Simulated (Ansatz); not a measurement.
# C2H7AlSSi: up Jacob's ladder to CCSD(T)

Aim: compute C2H7AlSSi with functionals from several rungs and with coupled cluster, and see how far each lands from CCSD(T) at the basis-set limit for the atomisation energy.

The runs use Ansatz 0.2.0, Gaussian basis; functionals in def2-TZVPP, the program's frozen cores in correlated methods.

The runs, in order: PBE-D4, r2SCAN-D4, PBE0-D4, B3LYP-D4, ωB97X-V, ωB97M-V, B2PLYP; CCSD(T)/def2-TZVPP; MP2/def2-QZVPP; extrapolation to the limit.

**1. The geometry**

All runs share one geometry, relaxed beforehand with PBE0-D4 in a triple-zeta def2 set.

12 atoms, charge 0, spin multiplicity 1.

Atoms are counted from 1 here; the program's logs count them from 0.

Bond lengths: C1–C2 1.329 Å, C1–H6 1.086 Å, C1–H7 1.087 Å, C2–Si3 1.860 Å, C2–H8 1.090 Å, Si3–S4 2.139 Å, Si3–H9 1.486 Å, Si3–H10 1.487 Å, S4–Al5 2.182 Å, Al5–H11 1.579 Å, Al5–H12 1.580 Å. Angles: C2–C1–H6 122.1°, C2–C1–H7 121.5°, H6–C1–H7 116.4°, C1–C2–Si3 124.7°, C1–C2–H8 118.2°, Si3–C2–H8 117.1°, C2–Si3–S4 111.5°, C2–Si3–H9 110.3°, C2–Si3–H10 109.3°, S4–Si3–H9 106.7°, S4–Si3–H10 110.8°, H9–Si3–H10 108.2°, Si3–S4–Al5 98.0°, S4–Al5–H11 116.5°, S4–Al5–H12 119.3°, H11–Al5–H12 124.2°.

**2. PBE-D4 (GGA)**

File in.yaml:

```yaml
crystal:
  periodic: [false, false, false]
  atoms:
    - {symbol: C, position_ang: [-1.438997, 0.806018, 0.977263]}
    - {symbol: C, position_ang: [-0.387546, 0.160774, 1.472368]}
    - {symbol: Si, position_ang: [1.270273, 0.039012, 0.638217]}
    - {symbol: S, position_ang: [1.224371, 0.892979, -1.322002]}
    - {symbol: Al, position_ang: [0.140229, -0.712193, -2.326270]}
    - {symbol: H, position_ang: [-2.387575, 0.854119, 1.504084]}
    - {symbol: H, position_ang: [-1.388673, 1.325112, 0.023787]}
    - {symbol: H, position_ang: [-0.493604, -0.331406, 2.439310]}
    - {symbol: H, position_ang: [2.292267, 0.794293, 1.408855]}
    - {symbol: H, position_ang: [1.690831, -1.385889, 0.583781]}
    - {symbol: H, position_ang: [-0.239286, -0.467799, -3.839749]}
    - {symbol: H, position_ang: [-0.205389, -2.030318, -1.525745]}
basis:
  gaussian: {orbitals: def2-TZVPP}
hamiltonian: {xc: pbe, dispersion: d4}
output: {forces: true, orbitals: {seedname: orbitals}}
```

On the command line:

```bash
$ ansatz run in.yaml --threads 4 --pin off --events-out ev --progress --plain --max-ram 10444MiB
```

After this run come: r2SCAN-D4 (meta-GGA); PBE0-D4 (hybrid); B3LYP-D4 (hybrid); ωB97X-V (range-separated); ωB97M-V (range-separated); B2PLYP (double hybrid); CCSD(T) in def2-TZVPP; MP2 in def2-QZVPP.

Before running them: what should the planned runs give, taken together? Wanted: atomisation energy, CCSD(T)/CBS; farthest; mean size of error, hybrid; mean size of error, range-separated; gap, smallest and largest; T1 diagnostic; triples share of the correlation energy.

**Answer**, as computed:

| quantity | value |
| --- | --- |
| atomisation energy, CCSD(T)/CBS | 42.915 eV |
| functionals within 0.215 eV (0.5 %) | r2SCAN-D4, PBE0-D4, B3LYP-D4, ωB97X-V, ωB97M-V |
| farthest | B2PLYP (-0.669 eV) |
| mean size of error, hybrid | 0.140 eV |
| mean size of error, range-separated | 0.135 eV |
| gap, smallest and largest | 4.38 eV (PBE-D4), 10.45 eV (ωB97X-V) |
| T1 diagnostic | 0.0118 |
| triples share of the correlation energy | 4.3 % |

**Reading.** PBE-D4 misses by +0.223 eV. Double hybrids carry the basis error of their MP2 part in triple zeta, and no dispersion term here, so their miss is partly the set-up's. The reference freezes the cores and leaves out relativity and excitations past (T), so misses under about 0.215 eV can't be ranked. Hartree-Fock recovers 75 % of the binding; the rest is correlation. The gap grows from 4.4 to 10.4 eV across the functionals, mostly with the share of exact exchange.
